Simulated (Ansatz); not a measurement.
# C3H8Sn (SMILES C=C[CH2][SnH3]): CCSD/def2-SVP (core potential)

What is the vertical singlet–triplet gap of C3H8Sn at CCSD/def2-SVP (core potential)? 

The results are computed with Ansatz 0.2.0.

19 further runs of the same task are left out: 19 set aside as unsound or not needed. Runs told in other sessions of the task aren't counted.

## Step 1: The system as given

C3H8Sn has 12 atoms, charge 0, and is taken as a singlet. SMILES: `C=C[CH2][SnH3]`. Geometry: relaxed at PBE0-D4/def2-TZVP. This is one conformer, not always the lowest.

Bond lengths: C1–C2 1.329 Å, C2–C3 1.481 Å, C3–Sn4 2.165 Å, C1–H5 1.086 Å, C1–H6 1.083 Å, C2–H7 1.089 Å, C3–H8 1.092 Å, C3–H9 1.092 Å, Sn4–H10 1.707 Å, Sn4–H11 1.709 Å, Sn4–H12 1.711 Å. Some angles: C1–C2–C3 125.6°, C2–C3–Sn4 110.4°, C1–C2–H7 118.4°, C3–C2–H7 115.9°, C2–C1–H5 121.5°, C2–C1–H6 121.4°, C2–C3–H8 111.9°, C2–C3–H9 111.9°, Sn4–C3–H8 106.6°, Sn4–C3–H9 107.2°.

## Step 2: The energy at CCSD/def2-SVP (core potential)

job.yaml

```yaml
crystal:
  periodic: [false, false, false]
  atoms:
    - {symbol: C, position_ang: [-0.307500, 2.071300, -0.123900]}
    - {symbol: C, position_ang: [-0.369900, 0.952500, 0.590800]}
    - {symbol: C, position_ang: [0.654800, -0.116300, 0.612000]}
    - {symbol: Sn, position_ang: [0.003100, -1.811000, -0.566700]}
    - {symbol: H, position_ang: [0.550100, 2.297900, -0.750200]}
    - {symbol: H, position_ang: [-1.111600, 2.796900, -0.106600]}
    - {symbol: H, position_ang: [-1.256100, 0.775000, 1.198400]}
    - {symbol: H, position_ang: [0.834100, -0.489500, 1.622900]}
    - {symbol: H, position_ang: [1.605000, 0.222000, 0.194100]}
    - {symbol: H, position_ang: [-0.082800, -1.335700, -2.204000]}
    - {symbol: H, position_ang: [-1.543300, -2.305600, -0.033900]}
    - {symbol: H, position_ang: [1.100900, -3.112500, -0.399000]}
basis:
  gaussian:
    orbitals: def2-SVP
scf:
  omitted_lower_state_checks: [cluster_reference, increment]
correlation:
  method: ccsd
  frozen_orbitals: {C: 1, H: 0, Sn: 4}
accuracy: high
```

On the command line:

```
$ ansatz run job.yaml --threads 1 --pin off --max-ram 2610MiB --events-out events.jsonl --progress --plain --runs-dir runs
```

The log of the run:

```text
Warning: RAYON_NUM_THREADS=1 ignored (pool sized by the plan → 1); use --threads N
Functional definition: HF
  name "HF"
  exchange = exact_x
  correlation = 0
these checks for a lower state are left out or cut short: cluster_reference, increment
2722 factors; integrals over basis functions are off by at most 7.9e-9 eV
mean field evaluation 1: about -9016.9353 eV, gradient 2.8e1 eV
mean field evaluation 2: about -9017.0546 eV, gradient 2.8e1 eV
mean field evaluation 4: about -9019.5639 eV, gradient 2.9e0 eV
mean field evaluation 8: about -9019.5979 eV, gradient 2.3e-1 eV
mean field -9019.59812594 eV, -331.4641174251 hartree, gradient 6.3e-8 eV, S^2 0.000000; 0 other end points of the search recorded, 0 dependent functions left out
7 core orbitals not correlated: weight in the atoms' cores, before any rotation towards them, 1.000 or more for the frozen orbitals, at most 0.000 for the correlated occupied ones
reference -9019.59812594 eV, -331.4641174251 hartree; 17, 17 occupied and 84, 84 virtual orbitals, 2722 factors
second order -14.53366701 eV of doubles, -0.00000000 eV of singles
cycle   1  -15.50951498 eV  change   -9.8e-1 eV  update   9.3e-2
cycle   2  -16.02966672 eV  change   -5.2e-1 eV  update   3.1e-2
cycle   3  -16.10692772 eV  change   -7.7e-2 eV  update   1.1e-2
cycle   4  -16.10697308 eV  change   -4.5e-5 eV  update   3.5e-3
cycle   5  -16.10704618 eV  change   -7.3e-5 eV  update   1.0e-3
cycle   6  -16.10697366 eV  change    7.3e-5 eV  update   3.5e-4
cycle   7  -16.10698410 eV  change   -1.0e-5 eV  update   1.0e-4
cycle   8  -16.10701382 eV  change   -3.0e-5 eV  update   4.3e-5
cycle   9  -16.10701280 eV  change    1.0e-6 eV  update   1.4e-5
cycle  10  -16.10700808 eV  change    4.7e-6 eV  update   4.2e-6
cycle  11  -16.10700961 eV  change   -1.5e-6 eV  update   1.6e-6
cycle  12  -16.10700980 eV  change   -1.9e-7 eV  update   4.0e-7
cycle  13  -16.10701014 eV  change   -3.4e-7 eV  update   1.4e-7
cycle  14  -16.10701021 eV  change   -6.9e-8 eV  update   6.1e-8
cycle  15  -16.10701022 eV  change   -1.1e-8 eV  update   3.6e-8
cycle  16  -16.10701023 eV  change   -9.5e-9 eV  update   2.6e-8
cycle  17  -16.10701038 eV  change   -1.5e-7 eV  update   1.4e-7
cycle  18  -16.10701038 eV  change   -3.5e-9 eV  update   3.4e-8
cycle  19  -16.10701040 eV  change   -2.0e-8 eV  update   1.0e-8
cycle  20  -16.10701041 eV  change   -4.9e-9 eV  update   3.8e-9
cycle  21  -16.10701041 eV  change   -1.2e-9 eV  update   1.1e-9
Total energy: -9035.70513635 eV, -332.0560391399 hartree
Checks for a lower state left out: cluster_reference, increment
```

Wall time 74 s (1 thread of Arm Neoverse V1, shared host); peak memory 1 GiB.

## Step 3: The triplet

input.yaml

```yaml
crystal:
  periodic: [false, false, false]
  atoms:
    - {symbol: C, position_ang: [-0.307500, 2.071300, -0.123900]}
    - {symbol: C, position_ang: [-0.369900, 0.952500, 0.590800]}
    - {symbol: C, position_ang: [0.654800, -0.116300, 0.612000]}
    - {symbol: Sn, position_ang: [0.003100, -1.811000, -0.566700]}
    - {symbol: H, position_ang: [0.550100, 2.297900, -0.750200]}
    - {symbol: H, position_ang: [-1.111600, 2.796900, -0.106600]}
    - {symbol: H, position_ang: [-1.256100, 0.775000, 1.198400]}
    - {symbol: H, position_ang: [0.834100, -0.489500, 1.622900]}
    - {symbol: H, position_ang: [1.605000, 0.222000, 0.194100]}
    - {symbol: H, position_ang: [-0.082800, -1.335700, -2.204000]}
    - {symbol: H, position_ang: [-1.543300, -2.305600, -0.033900]}
    - {symbol: H, position_ang: [1.100900, -3.112500, -0.399000]}
basis:
  gaussian:
    orbitals: def2-SVP
magnetization:
  spin_polarized: true
  initial_magnetization: 2
correlation:
  method: ccsd
  frozen_orbitals: {C: 1, H: 0, Sn: 4}
accuracy: high
scf:
  omitted_lower_state_checks: [cluster_reference, increment]
```

On the command line:

```
$ ansatz run input.yaml --threads 1 --pin off --max-ram 2610MiB --events-out events.jsonl --progress --plain --runs-dir runs
```

The log of the run:

```text
Warning: RAYON_NUM_THREADS=1 ignored (pool sized by the plan → 1); use --threads N
[... 4 set-up lines as earlier in the session ...]
these checks for a lower state are left out or cut short: cluster_reference, increment
2722 factors; integrals over basis functions are off by at most 7.9e-9 eV
mean field evaluation 1: about -9011.8777 eV, gradient 2.1e1 eV
mean field evaluation 2: about -9012.0061 eV, gradient 2.1e1 eV
mean field evaluation 4: about -9015.7328 eV, gradient 3.6e0 eV
mean field evaluation 8: about -9016.1927 eV, gradient 3.3e-1 eV
mean field evaluation 16: about -9016.1951 eV, gradient 2.2e-8 eV
mean field -9016.19510075 eV, -331.3390585560 hartree, gradient 2.3e-8 eV, S^2 2.023807; 0 other end points of the search recorded, 0 dependent functions left out
7 core orbitals not correlated: weight in the atoms' cores, before any rotation towards them, 1.000 or more for the frozen orbitals, at most 0.000 for the correlated occupied ones
reference -9016.19510075 eV, -331.3390585560 hartree; 18, 16 occupied and 83, 85 virtual orbitals, 2722 factors
second order -13.38201596 eV of doubles, -0.00000000 eV of singles
cycle   1  -14.58677526 eV  change    -1.2e0 eV  update   9.2e-2
cycle   2  -15.09260969 eV  change   -5.1e-1 eV  update   3.2e-2
cycle   3  -15.17152416 eV  change   -7.9e-2 eV  update   1.8e-2
cycle   4  -15.17503081 eV  change   -3.5e-3 eV  update   9.6e-3
cycle   5  -15.17776630 eV  change   -2.7e-3 eV  update   5.7e-3
cycle   6  -15.17982914 eV  change   -2.1e-3 eV  update   2.7e-3
cycle   7  -15.18049457 eV  change   -6.7e-4 eV  update   1.2e-3
cycle   8  -15.18073489 eV  change   -2.4e-4 eV  update   5.8e-4
cycle   9  -15.18056216 eV  change    1.7e-4 eV  update   2.9e-4
cycle  10  -15.18054631 eV  change    1.6e-5 eV  update   1.3e-4
cycle  11  -15.18058884 eV  change   -4.3e-5 eV  update   6.2e-5
cycle  12  -15.18059103 eV  change   -2.2e-6 eV  update   3.0e-5
cycle  13  -15.18059533 eV  change   -4.3e-6 eV  update   1.4e-5
cycle  14  -15.18058542 eV  change    9.9e-6 eV  update   5.9e-6
cycle  15  -15.18058155 eV  change    3.9e-6 eV  update   2.7e-6
cycle  16  -15.18058128 eV  change    2.7e-7 eV  update   1.4e-6
cycle  17  -15.18058122 eV  change    5.8e-8 eV  update   6.6e-7
cycle  18  -15.18058101 eV  change    2.0e-7 eV  update   3.4e-7
cycle  19  -15.18058069 eV  change    3.3e-7 eV  update   1.9e-7
cycle  20  -15.18058060 eV  change    8.9e-8 eV  update   9.5e-8
cycle  21  -15.18058057 eV  change    2.6e-8 eV  update   5.6e-8
cycle  22  -15.18058058 eV  change   -8.7e-9 eV  update   3.7e-8
cycle  23  -15.18058070 eV  change   -1.1e-7 eV  update   9.6e-8
cycle  24  -15.18058068 eV  change    1.5e-8 eV  update   3.1e-8
cycle  25  -15.18058068 eV  change    1.4e-9 eV  update   1.4e-8
cycle  26  -15.18058067 eV  change    6.7e-9 eV  update   7.7e-9
cycle  27  -15.18058067 eV  change    4.2e-9 eV  update   3.6e-9
cycle  28  -15.18058067 eV  change    2.1e-9 eV  update   1.7e-9
Total energy: -9031.37568142 eV, -331.8969346057 hartree
Checks for a lower state left out: cluster_reference, increment
```

It took 5.1 min on 1 thread of Arm Neoverse V1, shared host; peak memory 2.3 GiB.

## Step 4: What came out

At CCSD/def2-SVP (core potential), 7 core orbitals frozen:

| quantity | value |
| --- | --- |
| singlet: total energy | -332.05604 Eh |
| singlet: correlation energy (7 core orbitals frozen) | -591.9 mEh |
| singlet: T1 diagnostic | 0.009 |
| triplet: total energy | -331.89693 Eh |
| triplet: correlation energy (7 core orbitals frozen) | -557.9 mEh |
| triplet: ⟨S²⟩ of the reference determinant | 2.024 |
| triplet: T1 diagnostic | 0.015 |
| vertical energy of the triplet above the singlet | 4.329 eV |

**Reading.** At this shape the triplet lies 4.33 eV (100 kcal/mol) above the singlet.
